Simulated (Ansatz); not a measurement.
# TiH6: properties of a relaxed candidate

Aim: for this structure of TiH6, compute bands, density of states and charges.

Program: Ansatz 0.2.0. Level of theory: DFT PBE, scalar-relativistic, plane waves, PAW. These are calculated values, not measurements.

**1. The structure to begin with**

It takes space group Pm-3m (No. 221, cubic). Conventional cell: a = 3.264 Å, b = 3.264 Å, c = 3.264 Å, α = 90.00°, β = 90.00°, γ = 90.00°. Ti (site symmetry m-3m) has 24 H at 2.36 Å as nearest neighbours. H (site symmetry 4mm) is surrounded by 1 H at 0.94 Å.

As a file:

```
Ti H
1.0
     3.26382    0.00000    0.00000
     0.00000    3.26382    0.00000
     0.00000    0.00000    3.26382
Ti H
1 6
Direct
  0.00000 0.00000 0.00000
  0.50000 0.50000 0.14435
  0.50000 0.50000 0.85565
  0.14435 0.50000 0.50000
  0.85565 0.50000 0.50000
  0.50000 0.14435 0.50000
  0.50000 0.85565 0.50000
```

The cell was relaxed beforehand at this level, from a database cell with other species swapped in; it needn't be the stable form of this composition. At a tolerance of 0.05 Å it has space group Pm-3m (No. 221); it has 4.97 Å³/atom, an uncorrected energy of +0.61 eV/atom over the elements.

**2. Static run: bands, density of states and charges**

File input.yaml:

```yaml
crystal:
  lattice:
    - [3.2638202786, 0.0, 0.0]
    - [0.0, 3.2638202786, 0.0]
    - [0.0, 0.0, 3.2638202786]
  atoms:
    - { symbol: Ti, position: [0.0, 0.0, 0.0] }
    - { symbol: H, position: [0.5, 0.5, 0.1443473853] }
    - { symbol: H, position: [0.5, 0.5, 0.8556526147] }
    - { symbol: H, position: [0.1443473853, 0.5, 0.5] }
    - { symbol: H, position: [0.8556526147, 0.5, 0.5] }
    - { symbol: H, position: [0.5, 0.1443473853, 0.5] }
    - { symbol: H, position: [0.5, 0.8556526147, 0.5] }
basis:
  ecutwfc: 420
kpoints:
  mp_grid: { grid: [12, 12, 12] }
  band_path:
    path:
      - [[0.0, 0.0, 0.0], [0.0, 0.5, 0.0], [0.5, 0.5, 0.0], [0.0, 0.0, 0.0], [0.5, 0.5, 0.5], [0.0, 0.5, 0.0]]
      - [[0.5, 0.5, 0.5], [0.5, 0.5, 0.0]]
    npoints: 14
hamiltonian:
  xc: pbe
scf:
  occupations: { method: gaussian, width: 0.1 }
  n_extra_bands: 17
output:
  forces: true
  stress: true
  eigenvalues: true
  populations: true
  dos: { projected: true, de: 0.02, nscf_kmesh: { grid: [18, 18, 18] } }
  bader: true
```

Run with:

```console
ansatz run input.yaml --threads 1 --pin off --max-ram 2048MiB --backend cpu --events-out ev --progress --plain --runs-dir out
```

Standard output, shortened:

```text
Warning: RAYON_NUM_THREADS=1 ignored (pool sized by the plan → 1); use --threads N
scf.n_extra_bands = 17 over 9 filled bands (N_el = 18.0): the run solves 26 bands
[...]
Pseudopotentials: kind: paw
Pseudopotential: Ti, paw, valence charge 12, recommended cutoff 420 eV (normal), Ti.paw.azcp
Pseudopotential: H, paw, valence charge 1, recommended cutoff 420 eV (normal), H.paw.azcp
Functional definition: PBE
[...]
Crystal: 7 atoms, lattice volume = 34.768 Å³
Basis set: ecut = 420 eV, 691 PW (Γ), exchange–correlation on 48×48×48 points (8 copies of the dense FFT grid, shifted against one another)
Bands: 26, of which v1, the nominal top of the filled ones, is band 9 counted from 1 (8 counted from 0)
Symmetry: 48 space group operations
Space group: Pm-3m (ITA 221), of the structure as read, at distance tolerance 3.3e-5 Å
k-points: 84 of 1728
[...]
SCF iter   1: F=—  HF=-2590.873617 eV  |F-HF|=—  |Δ(HF+E_count)|=         —  Δρ=4.34e-2  dr2=1.13e0  ethr=1.77e-3  ⟨swp⟩=5.0  Hψ=8748  notcnv=0  defer=197
[...]
SCF iter   6: F=-2590.669954 eV  HF=-2590.669954 eV  |F-HF|=1.76e-8  |Δ(HF+E_count)|=   3.07e-7  Δρ=1.14e-5  dr2=1.62e-8  ethr=5.56e-10  ⟨swp⟩=7.2  Hψ=10610  notcnv=0
[...]
NSCF: frozen V_eff on 86 k-points
NSCF: frozen V_eff on 220 k-points
SCF converged after 6 iterations
Free energy (F): -2590.669954 eV
[...]
E sigma→0 (E₀):  -2590.664617 eV
Entropy (-TS):   -0.010675 eV (-1.525 meV/atom)
Fermi energy:    9.674534 eV
[...]
--- Forces (eV/Å), atoms counted from 1 ---
  atom   1  Ti    -0.00000000    -0.00000000    -0.00000000
  atom   2  H      0.00000000     0.00000000     0.00047117
  atom   3  H      0.00000000     0.00000000    -0.00047117
  atom   4  H      0.00047117     0.00000000     0.00000000
  atom   5  H     -0.00047117    -0.00000000     0.00000000
  atom   6  H     -0.00000000     0.00047117     0.00000000
  atom   7  H      0.00000000    -0.00047117     0.00000000
[...]
--- Stress (GPa, compression-positive) ---
        0.007477       0.000000       0.000000
        0.000000       0.007477       0.000000
        0.000000       0.000000       0.007477
  P = ⅓ Tr σ = 0.0075 GPa (0.075 kbar)
--- Band table (eV; the first three rows and the last of 84) ---
  k-point 0: bands = ["-47.7589", "-24.0078", "-24.0078", "-24.0078", "-5.1894", "3.6276", "3.6276", "10.8743", "10.8743", "10.8743", "10.9791", "10.9791", "11.1579", "11.1579", "11.1579", "15.0768", "24.6838", "24.6838", "24.6838", "24.9987", "24.9987", "24.9987", "27.2015", "27.2015", [...]
--- Löwdin populations: 7 sites ---
  site symbol       q [e]
     0     Ti     11.5791
     1      H      1.0389
     2      H      1.0389
     3      H      1.0389
     4      H      1.0389
     5      H      1.0389
     6      H      1.0389
  spilling = 0.010421 (of n_electrons = 18.000000)
--- Bader charges: 7 sites ---
  site symbol  charge [e]  shift [e]
     0     Ti      1.1878     0.0014
     1      H     -0.1980     0.0002
     2      H     -0.1980     0.0002
     3      H     -0.1980     0.0002
     4      H     -0.1980     0.0002
     5      H     -0.1980     0.0002
     6      H     -0.1980     0.0002
  estimated error of the sums over rays = 2.3e-4 e
```

Wall time 31 s (1 thread of Intel Xeon 6975P-C (Granite Rapids), shared host); peak memory 0.43 GiB.

Site by site:

| atom | Löwdin electrons | Bader charge (e) | Bader volume (Å³) |
| --- | --- | --- | --- |
| Ti1 | 11.58 | +1.19 | 11.7 |
| H2 | 1.04 | -0.20 | 3.8 |
| H3 | 1.04 | -0.20 | 3.8 |
| H4 | 1.04 | -0.20 | 3.8 |
| H5 | 1.04 | -0.20 | 3.8 |
| H6 | 1.04 | -0.20 | 3.8 |
| H7 | 1.04 | -0.20 | 3.8 |

The Löwdin counts miss 0.19 of the 18 electrons, which the atomic orbitals do not span, so they are no charges.

bands.tsv at the labelled points (eV, zero at the Fermi level; the bands nearest the Fermi level):

| point | band 6 | band 7 | band 8 | band 9 | band 10 | band 11 | band 12 | band 13 |
| --- | --- | --- | --- | --- | --- | --- | --- | --- |
| Γ | -6.05 | -6.05 | 1.20 | 1.20 | 1.20 | 1.30 | 1.30 | 1.48 |
| X | -10.16 | -4.74 | -1.27 | -0.89 | -0.89 | 1.33 | 1.81 | 4.91 |
| M | -8.90 | -8.90 | -2.20 | 0.15 | 0.15 | 1.45 | 1.89 | 2.73 |
| Γ | -6.05 | -6.05 | 1.20 | 1.20 | 1.20 | 1.30 | 1.30 | 1.48 |
| R | -9.04 | -9.04 | -5.67 | 1.86 | 1.86 | 1.86 | 1.97 | 1.97 |
| X | -10.16 | -4.74 | -1.27 | -0.89 | -0.89 | 1.33 | 1.81 | 4.91 |
| R | -9.04 | -9.04 | -5.67 | 1.86 | 1.86 | 1.86 | 1.97 | 1.97 |
| M | -8.90 | -8.90 | -2.20 | 0.15 | 0.15 | 1.45 | 1.89 | 2.73 |

Counts of states by energy window (eV from the Fermi level), total and by projection:

```
from  to  total  Ti 4s  Ti 3d  H 1s
  -8  -7   0.85   0.01   0.11  0.72
  -7  -6   0.69   0.00   0.11  0.58
  -6  -5   0.29   0.00   0.04  0.26
  -5  -4   0.06   0.00   0.00  0.05
  -4  -3   0.09   0.00   0.00  0.09
  -3  -2   0.26   0.03   0.03  0.19
  -2  -1   1.28   0.14   0.76  0.33
  -1   0   2.28   0.08   1.72  0.37
   0   1   3.02   0.09   2.41  0.35
   1   2   3.45   0.04   2.78  0.56
   2   3   1.57   0.10   0.97  0.44
   3   4   1.20   0.48   0.29  0.25
   4   5   1.41   0.33   0.18  0.58
   5   6   1.24   0.10   0.11  0.56
```

A further 12 or so states lie below the table's range.

**3. What came out**

| quantity | value |
| --- | --- |
| gap | none (metal) |
| states at the Fermi level | 1.79 per eV per cell |
| Bader charges | Ti +1.19, H -0.20 e |

Bands cross the Fermi level: a metal at this level of theory. Of the projected weight within 0.25 eV of the Fermi level, the largest part is Ti 3d (85 %). Charge transfer between the atoms is strong (Bader charges up to 1.2 e).
